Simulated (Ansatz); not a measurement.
**YCo: moment against volume**

At what volume does YCo lose its moments? Methods of the runs shown: LAPW and crystal datasets. Companion runs by PAW are cited. Its runs: free moments (LAPW); volume scaled by 0.8 (LAPW); volume scaled by 0.9 (LAPW and crystal datasets); volume scaled by 1.05 (LAPW).

Computed with Ansatz 0.2.0 (DFT PBEsol, with the methods named in each step, unless a step's input says otherwise).

### 1 The starting structure

Symmetry: Cmcm, No. 63, orthorhombic system. The conventional cell has a = 4.135 Å, b = 10.430 Å, c = 3.847 Å, α = 90.00°, β = 90.00°, γ = 90.00°. Y (site symmetry m2m) has 7 Co at 2.91 to 3.17 Å in its first shell of neighbours. Co (site symmetry m2m) has 2 Co at 2.22 Å in its first shell of neighbours.

Coordinates:

```cif
data_structure
_symmetry_space_group_name_H-M 'Cmcm'
_symmetry_Int_Tables_number 63
_cell_length_a 4.1350
_cell_length_b 10.4303
_cell_length_c 3.8465
_cell_angle_alpha 90.000
_cell_angle_beta 90.000
_cell_angle_gamma 90.000
_cell_volume 165.90
loop_
_atom_site_label
_atom_site_type_symbol
_atom_site_symmetry_multiplicity
_atom_site_Wyckoff_symbol
_atom_site_fract_x
_atom_site_fract_y
_atom_site_fract_z
_atom_site_occupancy
Y1 Y 4 c 0.50000 0.35722 0.25000 1
Co1 Co 4 c 0.50000 0.05321 0.25000 1
```

The file gives the conventional cell by its symmetry; the runs use the cell typed in the input.

Atoms are numbered in the order of the input: Y1, Y2, Co3, Co4.

### 2 Free moments, LAPW

Contents of input.yaml:

```yaml
crystal:
  lattice:
    - [2.067491779, -5.2151665575, 0.0]
    - [2.067491779, 5.2151665575, 0.0]
    - [0.0, 0.0, 3.84650815]
  atoms:
    - { symbol: "Y", position: [0.14277756, 0.85722244, 0.75], spin: -0.6 }
    - { symbol: "Y", position: [0.85722244, 0.14277756, 0.25], spin: -0.6 }
    - { symbol: Co, position: [0.44679314, 0.55320686, 0.75], spin: 2.0 }
    - { symbol: Co, position: [0.55320686, 0.44679314, 0.25], spin: 2.0 }
magnetization:
  spin_polarized: true
kpoints:
  mp_grid: { grid: [9, 9, 9] }
scf:
  occupations: { method: fermi_dirac, width: 0.03 }
hamiltonian:
  xc: pbesol
  pseudopotentials: { kind: all_electron, lapw: { basis_error: 0.001 } }
output:
  forces: true
  stress: true
  eigenvalues: false
  populations: true
```

Started as:

```bash
$ ansatz run input.yaml --threads 2 --pin off --max-ram 6144MiB --backend cpu --events-out ev --progress --plain --runs-dir out
```

Log (excerpt; [...] marks lines left out):

```text
settings of this run that can trade accuracy for cost: output.eigenvalues: false. Do not mix this run's numbers with those of runs without the same settings; the input reference describes each key
Y: projections on atomic orbitals take those of the free atom 1s2 2s2 2p6 3s2 3p6 3d10 4s2 4p6 4d1 5s2, of charge +0.00 (hamiltonian.pseudopotentials.projection_atoms)
Co: projections on atomic orbitals take those of the free atom 1s2 2s2 2p6 3s2 3p6 3d7 4s2, of charge +0.00 (hamiltonian.pseudopotentials.projection_atoms)
LAPW: plane waves up to 10.262 Å⁻¹, error target 1.0e-3 eV per atom; small_component_spin mean_spin; Co in spheres of 1.110 Å, 17 of its electrons in bands, Dirac shells []; Y in spheres of 1.110 Å, 29 of its electrons in bands, Dirac shells []
[...]
Pseudopotentials: kind: all_electron
Pseudopotential: Y, LAPW, valence charge 29, Koelling and Harmon's equation, gaussian nucleus
Pseudopotential: Co, LAPW, valence charge 17, Koelling and Harmon's equation, gaussian nucleus
Functional definition: PBEsol
[...]
Crystal: 4 atoms, lattice volume = 82.949 Å³
Basis set: ecut = 401.20326382956375 eV, 1523 PW (Γ), FFT grids on a1+a2, a2, a3, exchange–correlation at level 2
Bands: 59, of which v1, the nominal top of the filled ones, is band 46 counted from 1 (45 counted from 0)
Symmetry: 8 space group operations
Space group: Cmcm (ITA 63), of the structure as read, at distance tolerance 4.4e-5 Å
[...]
SCF converged after 16 iterations
Magnetization: 0.6834 μB (46.3417 up, 45.6583 down)
Absolute magnetization: 1.7178 μB (∫|ρ↑−ρ↓|)
Spin contamination: 0.1422 ħ² per cell (⟨S²⟩ above its minimum at these occupations)
Per-site moments (μB) at R_I (Å): [(-0.05878324397635737, 1.1102760817205446), (-0.05878324397635737, 1.1102760817205446), (0.5967577305389149, 1.1102760817205446), (0.5967577305389149, 1.1102760817205446)]
Free energy (F): -259900.974882 eV
[...]
E sigma→0 (E₀):  -259900.968586 eV
Entropy (-TS):   -0.012591 eV (-3.148 meV/atom)
Fermi energy:    13.351776 eV
[...]
--- Forces (eV/Å), atoms counted from 1 ---
  atom   1  Y      0.00000000     0.06189871     0.00000000
  atom   2  Y     -0.00000000    -0.06189871     0.00000000
  atom   3  Co     0.00000000    -0.14140064     0.00000000
  atom   4  Co    -0.00000000     0.14140064     0.00000000
[...]
--- Stress (GPa, compression-positive) ---
       -5.329202       0.000000       0.000000
        0.000000      -5.018770      -0.000000
        0.000000      -0.000000      -3.926512
  P = ⅓ Tr σ = -4.7582 GPa (-47.582 kbar)
--- Löwdin populations: 4 sites ---
  site symbol       q [e]    m [muB]
     0      Y     38.9652    -0.2276
     1      Y     38.9652    -0.2276
     2     Co     26.8020     0.6052
     3     Co     26.8020     0.6052
  spilling = 0.003528 (of n_electrons = 132.000000)
settings of this run that can trade accuracy for cost: output.eigenvalues: false. Do not mix this run's numbers with those of runs without the same settings; the input reference describes each key
```

It took 7 min on 2 threads of Arm Neoverse V1, shared host; peak memory 2.2 GiB.

Read from it: total moment 0.68 μB; site moments Y1 -0.06, Y2 -0.06, Co3 0.60, Co4 0.60 μB; pressure -4.76 GPa.

### 3 Volume scaled by 0.8, LAPW

Edit input.yaml of step 2 so:

```diff
@@ -2,5 +2,5 @@
   lattice:
-    - [2.067491779, -5.2151665575, 0.0]
-    - [2.067491779, 5.2151665575, 0.0]
-    - [0.0, 0.0, 3.84650815]
+    - [1.919289351, -4.8413317717, 0.0]
+    - [1.919289351, 4.8413317717, 0.0]
+    - [0.0, 0.0, 3.5707818555]
   atoms:
```

Started as:

```bash
$ ansatz run input.yaml --threads 2 --pin off --max-ram 6144MiB --backend cpu --events-out ev --progress --plain --runs-dir out
```

Log (excerpt; [...] marks lines left out):

```text
settings of this run that can trade accuracy for cost: output.eigenvalues: false. Do not mix this run's numbers with those of runs without the same settings; the input reference describes each key
Y: projections on atomic orbitals take those of the free atom 1s2 2s2 2p6 3s2 3p6 3d10 4s2 4p6 4d1 5s2, of charge +0.00 (hamiltonian.pseudopotentials.projection_atoms)
Co: projections on atomic orbitals take those of the free atom 1s2 2s2 2p6 3s2 3p6 3d7 4s2, of charge +0.00 (hamiltonian.pseudopotentials.projection_atoms)
LAPW: plane waves up to 11.160 Å⁻¹, error target 1.0e-3 eV per atom; small_component_spin mean_spin; Co in spheres of 1.031 Å, 17 of its electrons in bands, Dirac shells []; Y in spheres of 1.031 Å, 29 of its electrons in bands, Dirac shells []
[...]
[... 4 set-up lines as earlier in the session ...]
[...]
WARN: the starting moments were not kept: the SCF closed with an absolute magnetisation of 1.5e-5 μB, where they sum to 5.2 μB in size (4 sites). That is at most 0.1 of that sum. Measured as dr2_m measures the in/out step, that magnetisation stands 2.2e-11 eV from none, at or under the [...]
Free energy (F): -259900.320974 eV
[...]
E sigma→0 (E₀):  -259900.316704 eV
Entropy (-TS):   -0.008541 eV (-2.135 meV/atom)
Fermi energy:    17.223739 eV
[...]
--- Forces (eV/Å), atoms counted from 1 ---
  atom   1  Y      0.00000000    -0.96824052     0.00000000
  atom   2  Y     -0.00000000     0.96824052     0.00000000
  atom   3  Co     0.00000000     1.79924381     0.00000000
  atom   4  Co    -0.00000000    -1.79924381     0.00000000
[...]
--- Stress (GPa, compression-positive) ---
       18.456728       0.000000       0.000000
        0.000000      21.051703       0.000000
        0.000000       0.000000      28.123974
  P = ⅓ Tr σ = 22.5441 GPa (225.441 kbar)
--- Löwdin populations: 4 sites ---
  site symbol       q [e]    m [muB]
     0      Y     39.0968     0.0000
     1      Y     39.0968     0.0000
     2     Co     26.7351    -0.0000
     3     Co     26.7351    -0.0000
  spilling = 0.002547 (of n_electrons = 132.000000)
settings of this run that can trade accuracy for cost: output.eigenvalues: false. Do not mix this run's numbers with those of runs without the same settings; the input reference describes each key
```

Wall time 16 min (2 threads of Arm Neoverse V1, shared host); peak memory 2.7 GiB.

Result: total moment 0.00 μB; site moments Y1 0.00, Y2 0.00, Co3 0.00, Co4 0.00 μB; pressure 22.54 GPa.

### 4 Volume scaled by 0.9, LAPW

Edit input.yaml of step 3 so:

```diff
@@ -2,5 +2,5 @@
   lattice:
-    - [1.919289351, -4.8413317717, 0.0]
-    - [1.919289351, 4.8413317717, 0.0]
-    - [0.0, 0.0, 3.5707818555]
+    - [1.9961413654, -5.0351879502, 0.0]
+    - [1.9961413654, 5.0351879502, 0.0]
+    - [0.0, 0.0, 3.7137627866]
   atoms:
```

Started as:

```bash
$ ansatz run input.yaml --threads 2 --pin off --max-ram 6144MiB --backend cpu --events-out ev --progress --plain --runs-dir out
```

Log (excerpt; [...] marks lines left out):

```text
settings of this run that can trade accuracy for cost: output.eigenvalues: false. Do not mix this run's numbers with those of runs without the same settings; the input reference describes each key
Y: projections on atomic orbitals take those of the free atom 1s2 2s2 2p6 3s2 3p6 3d10 4s2 4p6 4d1 5s2, of charge +0.00 (hamiltonian.pseudopotentials.projection_atoms)
Co: projections on atomic orbitals take those of the free atom 1s2 2s2 2p6 3s2 3p6 3d7 4s2, of charge +0.00 (hamiltonian.pseudopotentials.projection_atoms)
LAPW: plane waves up to 10.679 Å⁻¹, error target 1.0e-3 eV per atom; small_component_spin mean_spin; Co in spheres of 1.072 Å, 17 of its electrons in bands, Dirac shells []; Y in spheres of 1.072 Å, 29 of its electrons in bands, Dirac shells []
[...]
[... 4 set-up lines as earlier in the session ...]
[...]
WARN: the starting moments were not kept: the SCF closed with an absolute magnetisation of 1.3e-5 μB, where they sum to 5.2 μB in size (4 sites). That is at most 0.1 of that sum. Measured as dr2_m measures the in/out step, that magnetisation stands 1.6e-11 eV from none, at or under the [...]
Free energy (F): -259900.995304 eV
[...]
E sigma→0 (E₀):  -259900.990550 eV
Entropy (-TS):   -0.009509 eV (-2.377 meV/atom)
Fermi energy:    15.043403 eV
[...]
--- Forces (eV/Å), atoms counted from 1 ---
  atom   1  Y      0.00000000    -0.32719202    -0.00000000
  atom   2  Y      0.00000000     0.32719202     0.00000000
  atom   3  Co     0.00000000     0.66563422     0.00000000
  atom   4  Co     0.00000000    -0.66563422    -0.00000000
[...]
--- Stress (GPa, compression-positive) ---
        3.057516       0.000000       0.000000
        0.000000       4.412435       0.000000
        0.000000       0.000000       7.658557
  P = ⅓ Tr σ = 5.0428 GPa (50.428 kbar)
--- Löwdin populations: 4 sites ---
  site symbol       q [e]    m [muB]
     0      Y     39.0193     0.0000
     1      Y     39.0193     0.0000
     2     Co     26.7813    -0.0000
     3     Co     26.7813    -0.0000
  spilling = 0.003022 (of n_electrons = 132.000000)
settings of this run that can trade accuracy for cost: output.eigenvalues: false. Do not mix this run's numbers with those of runs without the same settings; the input reference describes each key
```

Wall time 17 min (2 threads of Arm Neoverse V1, shared host); peak memory 2.6 GiB.

Result: total moment 0.00 μB; site moments Y1 0.00, Y2 0.00, Co3 0.00, Co4 0.00 μB; pressure 5.04 GPa.

### 5 Volume scaled by 0.9, crystal datasets

Edit input.yaml of step 4 so:

```diff
@@ -18,3 +18,3 @@
   xc: pbesol
-  pseudopotentials: { kind: all_electron, lapw: { basis_error: 0.001 } }
+  pseudopotentials: { kind: all_electron, datasets: crystal }
 output:
@@ -23,2 +23 @@
   eigenvalues: false
-  populations: true
```

Started as:

```bash
$ ansatz run input.yaml --threads 2 --pin off --max-ram 6144MiB --backend cpu --events-out ev --progress --plain --runs-dir out
```

Log (excerpt; [...] marks lines left out):

```text
settings of this run that can trade accuracy for cost: output.eigenvalues: false. Do not mix this run's numbers with those of runs without the same settings; the input reference describes each key
[...]
band count auto-derived: 41 (N_el = 56.0; filled up to band 28; 37 by the electrons, moments and atoms)
[...]
[... 1 set-up line as earlier in the session ...]
Pseudopotential: Y, paw, valence charge 11, recommended cutoff 400 eV (normal), Koelling and Harmon's equation, gaussian nucleus
Pseudopotential: Co, paw, valence charge 17, recommended cutoff 400 eV (normal), Koelling and Harmon's equation, gaussian nucleus
[... 1 set-up line as earlier in the session ...]
[...]
a search for the magnetic state begins, with frozen cores and fixed partial waves. It gives no result and prints no iterations
the search for the magnetic state of this step took 15 SCF iterations with frozen cores. It stayed in its first state, in which the spheres begin
Crystal: 4 atoms, lattice volume = 74.654 Å³
[...]
WARN: the starting moments were not kept: the SCF closed with an absolute magnetisation of 6.0e-6 μB, where they sum to 5.2 μB in size (4 sites). That is at most 0.1 of that sum. Measured as dr2_m measures the in/out step, that magnetisation stands 1.6e-11 eV from none, at or under the [...]
Past the cutoffs: a stress includes 0.0018 GPa for waves and charges beyond them, in addition to the slope of what the spheres take
In the spheres:  the bands' charges fall short by 8.9e-7 e at most (sound up to 1e-3)
Fermi energy:    15.043417 eV
[...]
  The terms above E_closure are by the made datasets' own strengths, without shells solved beside the bands.
--- Forces (eV/Å), atoms counted from 1 ---
  atom   1  Y      0.00000000    -0.32728034    -0.00000000
  atom   2  Y      0.00000000     0.32728034     0.00000000
  atom   3  Co     0.00000000     0.66628108     0.00000000
  atom   4  Co     0.00000000    -0.66628108    -0.00000000
[...]
--- Stress (GPa, compression-positive) ---
        3.054905       0.000000       0.000000
        0.000000       4.410952       0.000000
        0.000000       0.000000       7.658449
  P = ⅓ Tr σ = 5.0414 GPa (50.414 kbar)
settings of this run that can trade accuracy for cost: output.eigenvalues: false. Do not mix this run's numbers with those of runs without the same settings; the input reference describes each key
```

Run time: 3.5 min. Hardware: 2 threads of Arm Neoverse V1, shared host; peak memory 2.1 GiB.

In short: total moment 0.00 μB; site moments Y1 0.00, Y2 0.00, Co3 0.00, Co4 0.00 μB; pressure 5.04 GPa.

### 6 Volume scaled by 1.05, LAPW

Edit input.yaml of step 5 so:

```diff
@@ -2,5 +2,5 @@
   lattice:
-    - [1.9961413654, -5.0351879502, 0.0]
-    - [1.9961413654, 5.0351879502, 0.0]
-    - [0.0, 0.0, 3.7137627866]
+    - [2.1013911119, -5.3006762892, 0.0]
+    - [2.1013911119, 5.3006762892, 0.0]
+    - [0.0, 0.0, 3.9095768701]
   atoms:
@@ -18,3 +18,3 @@
   xc: pbesol
-  pseudopotentials: { kind: all_electron, datasets: crystal }
+  pseudopotentials: { kind: all_electron, lapw: { basis_error: 0.001 } }
 output:
@@ -23 +23,2 @@
   eigenvalues: false
+  populations: true
```

Started as:

```bash
$ ansatz run input.yaml --threads 2 --pin off --max-ram 6144MiB --backend cpu --events-out ev --progress --plain --runs-dir out
```

Log (excerpt; [...] marks lines left out):

```text
settings of this run that can trade accuracy for cost: output.eigenvalues: false. Do not mix this run's numbers with those of runs without the same settings; the input reference describes each key
Y: projections on atomic orbitals take those of the free atom 1s2 2s2 2p6 3s2 3p6 3d10 4s2 4p6 4d1 5s2, of charge +0.00 (hamiltonian.pseudopotentials.projection_atoms)
Co: projections on atomic orbitals take those of the free atom 1s2 2s2 2p6 3s2 3p6 3d7 4s2, of charge +0.00 (hamiltonian.pseudopotentials.projection_atoms)
LAPW: plane waves up to 10.073 Å⁻¹, error target 1.0e-3 eV per atom; small_component_spin mean_spin; Co in spheres of 1.128 Å, 17 of its electrons in bands, Dirac shells []; Y in spheres of 1.128 Å, 29 of its electrons in bands, Dirac shells []
[...]
[... 1 set-up line as earlier in the session ...]
[...]
Entropy (-TS):   -0.011977 eV (-2.994 meV/atom)
Fermi energy:    12.604364 eV
[...]
--- Forces (eV/Å), atoms counted from 1 ---
  atom   1  Y      0.00000000     0.21762456     0.00000000
  atom   2  Y      0.00000000    -0.21762456     0.00000000
  atom   3  Co     0.00000000    -0.36646415     0.00000000
  atom   4  Co     0.00000000     0.36646415     0.00000000
[...]
--- Stress (GPa, compression-positive) ---
       -8.213244       0.000000       0.000000
        0.000000      -8.093606       0.000000
        0.000000       0.000000      -7.603604
  P = ⅓ Tr σ = -7.9702 GPa (-79.702 kbar)
--- Löwdin populations: 4 sites ---
  site symbol       q [e]    m [muB]
     0      Y     38.9410    -0.2835
     1      Y     38.9410    -0.2835
     2     Co     26.8100     0.7826
     3     Co     26.8100     0.7826
  spilling = 0.003772 (of n_electrons = 132.000000)
settings of this run that can trade accuracy for cost: output.eigenvalues: false. Do not mix this run's numbers with those of runs without the same settings; the input reference describes each key
```

Wall time 6.1 min (2 threads of Arm Neoverse V1, shared host); peak memory 2.2 GiB.

In short: total moment 0.90 μB; site moments Y1 -0.07, Y2 -0.07, Co3 0.77, Co4 0.77 μB; pressure -7.97 GPa.

### 7 The series in one table

Rows by PAW come from runs of the same series that aren't printed here.

```
          method  volume ×          start  largest site moment (μB)  total moment (μB)  pressure (GPa)  gain by magnetism (meV/atom)
            LAPW       0.8        moments                      0.00               0.00            22.5                             –
            LAPW       0.9        moments                      0.00               0.00             5.0                             –
            LAPW         1        moments                      0.60               0.68            -4.8                             –
            LAPW      1.05        moments                      0.77               0.90            -8.0                             –
             PAW      0.72        no spin                         –                  –            45.4                             –
             PAW      0.72        moments                      0.00               0.00            45.4                           0.0
             PAW       0.8        no spin                         –                  –            22.6                             –
             PAW       0.8        moments                      0.00               0.00            22.6                           0.0
             PAW      0.85        no spin                         –                  –            12.7                             –
             PAW      0.85        moments                      0.00               0.00            12.7                           0.0
             PAW       0.9        no spin                         –                  –             5.1                             –
             PAW       0.9        moments                      0.00               0.00             5.1                           0.0
             PAW       0.9  small moments                      0.00               0.00             5.1                           0.0
             PAW      0.95        no spin                         –                  –            -0.8                             –
             PAW      0.95        moments                      0.31               0.36            -0.6                           0.2
             PAW         1        no spin                         –                  –            -5.3                             –
             PAW         1        moments                      0.57               0.65            -4.8                           2.1
             PAW      1.05        no spin                         –                  –            -8.8                             –
             PAW      1.05        moments                      0.76               0.89            -8.0                           6.4
             PAW      1.05  small moments                      0.76               0.89            -8.0                           6.4
             PAW       1.1        no spin                         –                  –           -11.4                             –
             PAW       1.1        moments                      0.91               1.09           -10.4                          12.2
             PAW       1.1  small moments                      0.91               1.09           -10.4                          12.2
             PAW      1.18        no spin                         –                  –           -14.4                             –
             PAW      1.18        moments                      1.13               1.39           -13.1                          24.2
crystal datasets       0.9        moments                      0.00               0.00             5.0                             –
```

### 8 Summary of results

| quantity | value |
| --- | --- |
| total moment at 0.72 (PAW) | 0.00 μB |
| total moment at 1 (PAW) | 0.65 μB |
| total moment at 1.18 (PAW) | 1.39 μB |
| moments appear by | 0.95 of the volume |

By PAW the total moment runs from 0.00 μB at 0.72 of the volume to 1.39 μB at 1.18. By PAW a moment holds from 0.95 of the volume on; compression widens the bands and works against it. At the given cell magnetism adds +0.5 GPa to the pressure. Other magnetic orders may lie lower; this is the state that the run reached. The k mesh (9×9×9) wasn't tested for convergence.
